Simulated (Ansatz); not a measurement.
# AlGa₂H+ (doublet): wave-function methods side by side, cc-pVDZ

One table from this session's results is given with a row withheld; the runs are named, their logs left out.

Computed with Ansatz 0.2.0, Gaussian basis. Level: cc-pVDZ, core rule «outside noble gas», up to 33 orbitals frozen.

To be run: UHF; CCSD(T) on ROHF; CCSD(T) on UHF; BCCD(T) on ROHF; CISD.

31 further runs of the same task are left out: 2 for a known fault of the program, 17 that didn't finish, 12 set aside as unsound or not needed.

## The system

The geometry is a PBE0/def2-TZVP stationary point (not a proven minimum) of the parent state, kept for this charge and spin. No spin-orbit coupling is included. The filled d shell of Ga may be among the frozen orbitals whatever the setting's name suggests; the logs give the count.

4 atoms, charge 1, spin multiplicity 2.

Atoms are counted from 1 here; the program's logs count them from 0.

Bond lengths: Ga1–Al2 2.555 Å, Al2–Ga3 2.555 Å, Al2–H4 1.846 Å. Angles: Ga1–Al2–Ga3 72.4°, Ga1–Al2–H4 52.9°, Ga3–Al2–H4 52.9°.

Set-up of the first run:

in.yaml reads:

```yaml
crystal:
  periodic: [false, false, false]
  atoms:
    - {symbol: Ga, position_ang: [-0.004403, 0.336351, 1.508986]}
    - {symbol: Al, position_ang: [-0.022649, -1.725034, 0.000000]}
    - {symbol: Ga, position_ang: [-0.004403, 0.336351, -1.508986]}
    - {symbol: H, position_ang: [1.215461, -0.355847, 0.000000]}
basis:
  gaussian: {orbitals: cc-pVDZ}
total_charge: 1
magnetization: {spin_polarized: true, initial_magnetization: 1}
hamiltonian: {xc: hf}
output: {orbitals: {seedname: orbitals}}
```

Launch:

```sh
> ansatz run in.yaml --threads 1 --pin off --events-out ev --progress --plain --max-ram 2393MiB
```

Among the steps run: UHF; CCSD(T) on ROHF; CCSD(T) on UHF; BCCD(T) on ROHF; CISD.

One of the session's tables, all rows but one given; the rest of the session is left out.

| method | from RCCSD(T) (meV) |
| --- | --- |
| ROHF | ? |
| UHF | +5272.5 |
| RMP2 | +1216.7 |
| UMP2 | +1282.5 |
| RCCSD | +285.7 |
| UCCSD | +277.7 |
| RCCSD(T) | 0 |
| UCCSD(T) | 0.0 |
| BCCD(T) | -1.1 |

Estimate the missing values for ROHF.

**Answer.** from RCCSD(T) (meV): +5436.7. In the column «from RCCSD(T) (meV)» it is the highest.

Not comparable, so not listed: CISD (they don't share determinant, frozen orbitals or solution with the rows shown, or repeat one).

To keep in mind: Restricted and unrestricted rows rest on different reference determinants; where their highest levels disagree by more than a few hundredths of an eV, they describe different states and don't form one ladder.
